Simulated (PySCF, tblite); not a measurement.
**C₃H₉BN₂O: geometry, infrared bands and NMR shifts**

Wanted: the infrared bands and NMR shifts of C₃H₉BN₂O (`CNBNC(C)=O`), by calculation.

Programs: tblite 0.8.0 and PySCF 2.14.0, with density-fitted response routines of our own. Each step states its level of theory. These are calculated values for one molecule in the gas phase, unless marked as measured. Atoms count from 0, in the outputs and in this text.

## 1. The molecule as given

16 atoms, charge 0, multiplicity 1; geometry from: force field or distance geometry start.

Bonds of the start (Å): C0–N1 1.46, N1–B2 1.55, B2–N3 1.51, N3–C4 1.44, C4–C5 1.48, C4–O6 1.27, C0–H7 1.12, C0–H8 1.11, C0–H9 1.12, N1–H10 1.04, B2–H11 1.18, N3–H12 1.05, C5–H13 1.11, C5–H14 1.11, C5–H15 1.11.

## 2. Optimising the geometry with GFN2-xTB

What the job is given:

```
{"job": {"kind": "relax", "xc": "GFN2-xTB", "basis": "xTB"}, "charge": 0, "multiplicity": 1}
C     -2.539500     0.899300    -0.028800
N     -1.655600     1.116700    -1.173500
B     -0.547200     0.039100    -1.166500
N      0.554700     0.082700    -0.130900
C      1.620000    -0.884500    -0.083800
C      2.669000    -0.788200     0.961900
O      1.667800    -1.818700    -0.936100
H     -1.995200     1.029300     0.937000
H     -3.350100     1.661400    -0.054000
H     -3.025600    -0.106500    -0.064100
H     -2.216200     0.979700    -2.037500
H     -0.531600    -0.761700    -2.037800
H      0.526500     0.835000     0.605300
H      2.235700    -1.037500     1.948600
H      3.502700    -1.483600     0.753800
H      3.076900     0.246400     1.008300
```

Launch:

```bash
> OMP_NUM_THREADS=1 python probes_run.py task.json out
```

One launch serves the whole session: the jobs run in the order shown.

**Question.** This job is followed by: GFN2-xTB harmonic vibrations, gas phase; GIAO PBE0/pcSseg-1 NMR shielding, non-relativistic, gas phase. Predict these results of the whole session: strongest single infrared mode (GFN2-xTB); zero-point energy (GFN2-xTB); ¹³C shifts against TMS (PBE0/pcSseg-1); ¹H shifts against TMS (PBE0/pcSseg-1, means over atoms taken as alike); ¹⁵N shifts against NH3 (PBE0/pcSseg-1); ¹¹B shifts against BF3·OEt2 (PBE0/pcSseg-1); ¹⁷O shifts against H2O (PBE0/pcSseg-1).

The runs gave:

```
                                                              quantity                             value
                             strongest single infrared mode (GFN2-xTB)             1382 cm⁻¹, 608 km/mol
                                          zero-point energy (GFN2-xTB)                     81.3 kcal/mol
                                ¹³C shifts against TMS (PBE0/pcSseg-1)             173.0, 30.9, 26.9 ppm
¹H shifts against TMS (PBE0/pcSseg-1, means over atoms taken as alike)  5.51, 4.79, 3.06, 2.82, 1.95 ppm
                                ¹⁵N shifts against NH3 (PBE0/pcSseg-1)                   153.1, 90.1 ppm
                           ¹¹B shifts against BF3·OEt2 (PBE0/pcSseg-1)                          21.8 ppm
                                ¹⁷O shifts against H2O (PBE0/pcSseg-1)                         473.1 ppm
```

In words: The optimisation took 105 steps and gained 1.302 eV; among the close pairs (by a distance rule), N1–B2 changed most, from 1.546 to 1.390 Å. All 42 modes are real, so the xTB geometry is a minimum. The strongest single mode, at 1382 cm⁻¹, is carried by N3, H12, H10, C4. GFN2-xTB is a fitted tight-binding method: band positions and strengths are rough. Its intensities can rank the bands wrongly. The most deshielded carbon is C4 (amide carbonyl carbon), at 173.0 ppm: it is a carbonyl in resonance with an O or N lone pair, the region of acids, esters and amides. At PBE0/pcSseg-1: The widest tensor belongs to O6: span 808 ppm, with a paramagnetic part of -536 ppm.
